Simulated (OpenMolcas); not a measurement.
# One shape, several levels: AlSiNH6O (SMILES O[SiH2][NH][AlH2])

Wanted: a comparison of 6 runs (B2PLYP/6-31G*, PBE/6-31G*, PBE0/6-31G*, TPSS/6-31G*, revPBE/6-31G*, B3LYP/6-31G*) of AlSiNH6O. 

The calculation is run with OpenMolcas 26.06.

1 further run of the same task is left out (set aside as unsound or not needed).

## (1) The system as given

AlSiNH6O: 10 atoms, total charge 0, spin state singlet. As SMILES, `O[SiH2][NH][AlH2]`. The coordinates come from a PBE0-D4/def2-TZVP relaxation. This is one conformer, not always the lowest.

Bond lengths: O1–Si2 1.650 Å, Si2–N3 1.711 Å, N3–Al4 1.785 Å, O1–H5 0.958 Å, Si2–H6 1.486 Å, Si2–H7 1.491 Å, N3–H8 1.013 Å, Al4–H9 1.580 Å, Al4–H10 1.583 Å. Some angles: O1–Si2–N3 109.6°, Si2–N3–Al4 128.8°, O1–Si2–H6 111.3°, O1–Si2–H7 107.7°, N3–Si2–H6 106.5°, N3–Si2–H7 112.1°, Si2–O1–H5 117.1°, Si2–N3–H8 114.7°, Al4–N3–H8 116.5°, N3–Al4–H9 118.3°.

## (2) The energy at B2PLYP/6-31G(d) (spherical functions) (run 1)

The input, struct.xyz:

```xyz
10

O     -1.817400    -0.693800    -1.056500
Si    -0.576600     0.373900    -0.851600
N      0.693300    -0.382300     0.009600
Al     1.233300    -0.094800     1.686300
H     -2.399800    -0.547900    -1.803100
H     -1.000200     1.543800    -0.039500
H     -0.142800     0.831300    -2.203200
H      1.159400    -1.127800    -0.493000
H      0.508400     1.030600     2.525200
H      2.425400    -0.984200     2.228700
```

The input, job.input:

```
>>> EXPORT MOLCAS_PRINT=2

&GATEWAY
 BASLIB=$CurrDir
 COORD=struct.xyz
 BASIS=6-31Gs
 GROUP=NoSym

&SEWARD
 GRIDINPUT
 Grid=UltraFine
 End of Grid

&SCF
 KSDFT=B2PLYP_SCF
 THRESHOLDS=1e-10 1e-07 1e-07 1e-05
 PRORBITALS=1 1

&MBPT2
 FROZEN=12
```

The basis set 6-31G* is read from a file made from the Basis Set Exchange's data (not shown).

On the command line:

```sh
$ export MOLCAS_MEM=1860
$ pymolcas job.input > job.log
```

Standard output:

```text
--- Start Module: gateway ---
[...]
--- Stop Module: gateway /rc=_RC_ALL_IS_WELL_ ---
[...]
      Basis functions           76
[...]
--- Start Module: scf ---
[...]
       Convergence after  13 Iterations
[...]
::    Total KS-DFT energy                            -664.9994071976
[...]
      Total spin, S                                     0.0000000000
[...]
      Total electronic charge=   48.000000
      Total            charge=   -0.000000
[...]
      Dipole Moment (debye):
      Origin of the operator (angstrom)=   -0.0183   -0.0857    0.0563
                   X=  8.4845E-02               Y= -7.0689E-02               Z= -1.4824E+00           Total=  1.4865E+00
      Quadrupole Moment (debye*angstrom):
[...]
--- Stop Module: scf /rc=_RC_ALL_IS_WELL_ ---
[...]
--- Start Module: mbpt2 ---
[...]
 ###    WARNING: MP2 implementation intended for RHF references only         ###
 ###############################################################################
MBPT2 WARNING: Reference function according to RunFile:KS-DFT
I'll assume you know what you're doing and continue
WARNING!
Default frozen orbitals as non valence orbitals is overwritten by user input.
Default values:   6
[...]
       Reference weight ( Cref**2 )         =        0.80074
::    Total MBPT2 energy                             -665.5796331836
[...]
      Total MBPT2 calculations                           0.20      0.23
--- Stop Module: mbpt2 /rc=_RC_ALL_IS_WELL_ ---
[...]
```

It took 22 s on 1 thread of AMD EPYC 7R43 (Zen 3), shared host; peak memory 0.43 GiB.

## (3) Energy and gradient at PBE/6-31G(d) (spherical functions) (run 2)

The input, input.xyz:

```xyz
10

O     -1.817400    -0.693800    -1.056500
Si    -0.576600     0.373900    -0.851600
N      0.693300    -0.382300     0.009600
Al     1.233300    -0.094800     1.686300
H     -2.399800    -0.547900    -1.803100
H     -1.000200     1.543800    -0.039500
H     -0.142800     0.831300    -2.203200
H      1.159400    -1.127800    -0.493000
H      0.508400     1.030600     2.525200
H      2.425400    -0.984200     2.228700
```

The input, test.input:

```
* AlH6NOSi Kohn-Sham DFT
&GATEWAY
BasLib=$CurrDir
Coord=input.xyz
Basis=6-31Gs
Group=NoSym
&SEWARD
GridInput
Grid=UltraFine
End of Grid
&SCF
KSDFT=PBE
Thresholds=1e-10 1e-07 1e-07 1e-05
PrOrbitals=1 1
&ALASKA
```

The basis set 6-31G* is read from a file made from the Basis Set Exchange's data (not shown).

On the command line:

```sh
$ export MOLCAS_MEM=1860
$ pymolcas test.input > test.log
```

Standard output:

```text
--- Start Module: gateway ---
[...]
--- Stop Module: gateway /rc=_RC_ALL_IS_WELL_ ---
[...]
      Basis functions           76
[...]
--- Start Module: scf ---
[...]
       Convergence after  15 Iterations
[...]
::    Total KS-DFT energy                            -665.0880563940
[...]
      Total spin, S                                     0.0000000000
[...]
      Total electronic charge=   48.000000
      Total            charge=   -0.000000
[...]
      Dipole Moment (debye):
      Origin of the operator (angstrom)=   -0.0183   -0.0857    0.0563
                   X= -7.1880E-02               Y= -2.5921E-01               Z= -1.6085E+00           Total=  1.6308E+00
      Quadrupole Moment (debye*angstrom):
[...]
 *              Molecular gradients               *
 **************************************************
  Irreducible representation: a
 ------------------------------------------------------------------------------------------
                              X                       Y                       Z
 ------------------------------------------------------------------------------------------
  O1                3.89359148906188E-03    1.56781901276482E-02   -1.09089213256307E-02
  SI2               1.92228037271391E-03   -1.25619516857469E-02    4.13632871371394E-03
  N3               -3.34612032188364E-03    8.18232238755545E-04   -1.28113453527001E-03
  AL4              -1.74571205725371E-03   -1.80484657368174E-03   -7.92333031514048E-03
  H5                9.30677487512099E-03   -2.82573304364969E-03    1.26644629542505E-02
  H6               -3.51397665335984E-04   -4.48482141184980E-03   -3.23786085029010E-03
  H7               -2.83547007625584E-03   -2.37452996146548E-03    5.03958627190926E-03
  H8               -5.29119846360482E-03    8.02712982577392E-03    5.19567949930000E-03
[...]
```

It took 59 s on 1 thread of AMD EPYC 7R43 (Zen 3), shared host; peak memory 0.43 GiB.

## (4) Energy and gradient at PBE0/6-31G(d) (spherical functions) (run 3)

The input, coord.xyz:

```xyz
10

O     -1.817400    -0.693800    -1.056500
Si    -0.576600     0.373900    -0.851600
N      0.693300    -0.382300     0.009600
Al     1.233300    -0.094800     1.686300
H     -2.399800    -0.547900    -1.803100
H     -1.000200     1.543800    -0.039500
H     -0.142800     0.831300    -2.203200
H      1.159400    -1.127800    -0.493000
H      0.508400     1.030600     2.525200
H      2.425400    -0.984200     2.228700
```

The input, run.inp:

```
>>> EXPORT MOLCAS_PRINT=2

&GATEWAY
 BasLib
 $CurrDir
 Coord
 coord.xyz
 Basis
 6-31Gs
 Group
 NoSym

&SEWARD
 GridInput
 Grid=UltraFine
 End of Grid

&SCF
 KSDFT
 PBE0
 Thresholds
 1e-10 1e-07 1e-07 1e-05
 PrOrbitals
 1 1

&ALASKA
```

The basis set 6-31G* is read from a file made from the Basis Set Exchange's data (not shown).

On the command line:

```sh
$ export MOLCAS_MEM=1860
$ pymolcas run.inp > run.log
```

Standard output:

```text
--- Start Module: gateway ---
[...]
--- Stop Module: gateway /rc=_RC_ALL_IS_WELL_ ---
[...]
      Basis functions           76
[...]
--- Start Module: scf ---
[...]
       Convergence after  14 Iterations
[...]
::    Total KS-DFT energy                            -665.1553908784
[...]
      Total spin, S                                     0.0000000000
[...]
      Total electronic charge=   48.000000
      Total            charge=   -0.000000
[...]
      Dipole Moment (debye):
      Origin of the operator (angstrom)=   -0.0183   -0.0857    0.0563
                   X=  2.8529E-02               Y= -1.6015E-01               Z= -1.5246E+00           Total=  1.5332E+00
      Quadrupole Moment (debye*angstrom):
[...]
 *              Molecular gradients               *
 **************************************************
  Irreducible representation: a
 ------------------------------------------------------------------------------------------
                              X                       Y                       Z
 ------------------------------------------------------------------------------------------
  O1                3.50734851700096E-03    7.69888426437859E-03   -3.25637975510451E-03
  SI2               1.23288170058067E-03   -7.33829640308947E-03    1.67460707501910E-03
  N3               -2.79269178270081E-03    1.61857370876506E-03    9.49098843017859E-04
  AL4              -7.24490623876584E-04   -1.01044274632345E-03   -4.17393694807267E-03
  H5                3.12742990830550E-03   -1.22097740342614E-03    4.39396388958979E-03
  H6               -8.56300231208751E-04   -1.18409163920052E-03   -6.13912943993267E-04
  H7               -1.05232141769651E-03   -8.75444368559464E-04    1.31158966937672E-03
  H8               -1.63575007095274E-03    2.50333071396014E-03    1.41920773820470E-03
[...]
```

Wall time 45 s (1 thread of AMD EPYC 7R43 (Zen 3), shared host); peak memory 0.43 GiB.

Runs 4 to 5 aren't shown in full; the table further down has their settings and results.

## (5) Energy and forces at B3LYP/6-31G(d) (Cartesian functions) (run 6)

The input, mol.inp:

```
* AlH6NOSi Kohn-Sham DFT
>>> EXPORT MOLCAS_PRINT=2

&GATEWAY
 BasLib=$CurrDir
 Coord
 10
 angstrom
 O       -1.817400      -0.693800      -1.056500
 Si      -0.576600       0.373900      -0.851600
 N        0.693300      -0.382300       0.009600
 Al       1.233300      -0.094800       1.686300
 H       -2.399800      -0.547900      -1.803100
 H       -1.000200       1.543800      -0.039500
 H       -0.142800       0.831300      -2.203200
 H        1.159400      -1.127800      -0.493000
 H        0.508400       1.030600       2.525200
 H        2.425400      -0.984200       2.228700
 Basis=6-31Gs
 Group=NoSym

&SEWARD
 GridInput
 Grid=UltraFine
 End of Grid

&SCF
 KSDFT=B3LYP
 Thresholds=1e-10 1e-07 1e-07 1e-05
 PrOrbitals=1 2

&ALASKA
```

The basis set 6-31G* is read from a file made from the Basis Set Exchange's data (not shown).

On the command line:

```sh
$ export MOLCAS_MEM=1860
$ pymolcas mol.inp > mol.log
```

Standard output:

```text
--- Start Module: gateway ---
[...]
--- Stop Module: gateway /rc=_RC_ALL_IS_WELL_ ---
[...]
      Basis functions           80
[...]
--- Start Module: scf ---
[...]
       Convergence after  14 Iterations
[...]
::    Total KS-DFT energy                            -665.5931599060
[...]
      Total spin, S                                     0.0000000000
[...]
      Total electronic charge=   48.000000
      Total            charge=   -0.000000
[...]
      Dipole Moment (debye):
      Origin of the operator (angstrom)=   -0.0183   -0.0857    0.0563
                   X=  6.3673E-03               Y= -1.5893E-01               Z= -1.5510E+00           Total=  1.5591E+00
      Quadrupole Moment (debye*angstrom):
[...]
 *              Molecular gradients               *
 **************************************************
  Irreducible representation: a
 ------------------------------------------------------------------------------------------
                              X                       Y                       Z
 ------------------------------------------------------------------------------------------
  O1                3.27095083084927E-03    9.10799595496137E-03   -4.95761519134041E-03
  SI2               1.45624810634404E-03   -1.01666994972316E-02    2.88084090869045E-03
  N3               -3.30329650657823E-03    1.09882370064707E-03   -4.66013130309695E-04
  AL4              -1.78325694039483E-03   -1.02464867046331E-03   -6.28342321105713E-03
  H5                5.24112432524060E-03   -1.36928761034658E-03    6.66386724867296E-03
  H6               -1.02773875294693E-03   -5.78363691537298E-04    1.30516120969038E-04
  H7               -8.64634325212998E-04   -7.50800752041814E-04    7.37558096428614E-04
  H8               -2.36287929610546E-03    3.56895394387058E-03    2.07606476764521E-03
[...]
```

Wall time 38 s (1 thread of AMD EPYC 7R43 (Zen 3), shared host); peak memory 0.45 GiB.

## (6) Overview of the runs

| run | level | task | frozen core orbitals | energy (Eh) | dipole moment (D) | HOMO energy (eV) | LUMO energy (eV) | wall time |
| --- | --- | --- | --- | --- | --- | --- | --- | --- |
| 1 | B2PLYP/6-31G* (spherical functions) | energy | 12 | -665.156068 | 1.49 | -8.98 | 0.24 | 22 s |
| 2 | PBE/6-31G* (spherical functions) | gradient | – | -665.088056 | 1.63 | -6.44 | -1.53 | 59 s |
| 3 | PBE0/6-31G* (spherical functions) | gradient | – | -665.155391 | 1.53 | -7.80 | -0.78 | 45 s |
| 4 | TPSS/6-31G* (spherical functions) | gradient | – | -665.605191 | 1.64 | -6.57 | -1.36 | 75 s |
| 5 | revPBE/6-31G* (spherical functions) | gradient | – | -665.373376 | 1.61 | -6.40 | -1.45 | 65 s |
| 6 | B3LYP/6-31G* (Cartesian functions) | gradient | – | -665.593160 | 1.56 | -7.53 | -0.96 | 38 s |

## (7) Summary of results

```
                       quantity          value
            run 6: total energy  -665.59316 Eh
           run 6: dipole moment         1.56 D
             run 6: HOMO energy       -7.53 eV
             run 6: LUMO energy       -0.96 eV
           run 6: HOMO–LUMO gap        6.57 eV
run 6: largest force on an atom     0.559 eV/Å
```

In words: The dipole moment (its size) runs from 1.49 D (B2PLYP/6-31G*) to 1.64 D (TPSS/6-31G*). A double hybrid's value is that of its SCF part. The HOMO–LUMO gap runs from 4.91 eV (PBE/6-31G*) to 9.22 eV (B2PLYP/6-31G*). For B2PLYP the log adds the whole second-order term; the table takes 0.27 of it, as the functional is defined. Totals of different functionals can't be ranked against each other. All runs together took 5.1 min, the longest 75 s.
